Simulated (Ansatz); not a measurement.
# GaH₄+ (triplet): wave-function methods side by side at distance Ga1–H4 = 4.480 Å, cc-pVDZ

One table from this session's results is given with a row withheld; the runs are named, their logs left out.

Computed with Ansatz 0.2.0, Gaussian basis. Level: cc-pVDZ, core rule «outside noble gas», up to 14 orbitals frozen.

Plan: UHF; CCSD(T) on ROHF; CCSD(T) on UHF; BCCD(T) on ROHF; CISD as a restricted active space (open shells left free, so some higher excitations enter); CCSDT(Q) on ROHF; CCSDT(Q) on UHF; CASSCF and MRCISD+Q, 4 electrons in 4 orbitals; CASSCF and NEVPT2, 4 electrons in 4 orbitals; Full CI.

29 further runs of the same task are left out: 10 for a known fault of the program, 12 that didn't finish, 7 set aside as unsound or not needed. Runs told in other sessions of the task aren't counted.

## What is computed

The geometry derives from a PBE0/def2-TZVP stationary point (not a proven minimum). One bond is set to the value named and the two fragments are kept rigid. No spin-orbit coupling is included. The filled d shell of Ga may be among the frozen orbitals whatever the setting's name suggests.

5 atoms, charge 1, spin multiplicity 3.

Atoms are counted from 1 here; the program's logs count them from 0.

Bond lengths: Ga1–H2 1.643 Å, Ga1–H3 1.643 Å, Ga1–H5 1.643 Å. Angles: H2–Ga1–H3 69.0°, H2–Ga1–H5 132.8°, H3–Ga1–H5 132.8°.

Set-up of the first run:

Input file in.yaml:

```yaml
crystal:
  periodic: [false, false, false]
  atoms:
    - {symbol: Ga, position_ang: [0.015433, -0.015396, 0.032060]}
    - {symbol: H, position_ang: [0.667938, 0.648709, 1.385929]}
    - {symbol: H, position_ang: [-0.647081, -0.669490, 1.385941]}
    - {symbol: H, position_ang: [-1.767971, 1.763672, -3.672638]}
    - {symbol: H, position_ang: [0.679529, -0.677902, -1.316947]}
basis:
  gaussian: {orbitals: cc-pVDZ}
total_charge: 1
magnetization: {spin_polarized: true, initial_magnetization: 2}
hamiltonian: {xc: hf}
output: {orbitals: {seedname: orbitals}}
```

Run with:

```bash
ansatz run in.yaml --threads 1 --pin off --events-out ev --progress --plain --max-ram 2393MiB
```

Steps of the session up to this table: UHF; CCSD(T) on ROHF; CCSD(T) on UHF; BCCD(T) on ROHF; CISD as a restricted active space (open shells left free, so some higher excitations enter); CCSDT(Q) on ROHF; CCSDT(Q) on UHF; CASSCF and MRCISD+Q, 4 electrons in 4 orbitals; CASSCF and NEVPT2, 4 electrons in 4 orbitals; Full CI.

One of the session's tables, all rows but one given; the rest of the session is left out.

```
       method  from FCI (meV)
         ROHF         +2445.6
          UHF         +2194.2
         RMP2          +660.5
         UMP2          +665.5
        RCCSD               ?
        UCCSD           +50.7
     RCCSD(T)           +17.7
     UCCSD(T)           +15.5
      BCCD(T)           +17.4
       RCCSDT            +1.3
       UCCSDT            -0.8
    RCCSDT(Q)            +0.7
    UCCSDT(Q)            -1.5
  CASSCF pair         +1841.6
  NEVPT2 pair          +594.0
  MRCISD pair           +76.3
MRCISD+Q pair           -18.5
          FCI               0
```

**Question.** Estimate the row for RCCSD.

The run gave: from FCI (meV): +57.6. In the column «from FCI (meV)» it lies between UCCSD (+50.7) and MRCISD pair (+76.3).

Not comparable, so not listed: CISD as a restricted active space (open shells left free, so some higher excitations enter) (they don't share determinant, frozen orbitals or solution with the rows shown, or repeat one).

To keep in mind: MRCISD+Q pair falls below full CI: the +Q correction isn't variational, and the cores differ from full CI's. Levels on UHF freeze UHF's core orbitals, full CI those of ROHF, so the U rows can settle a little off it for that reason alone. Restricted and unrestricted rows rest on different reference determinants; a gap between their highest levels can come from leftover correlation error, from unlike frozen cores or from another state.
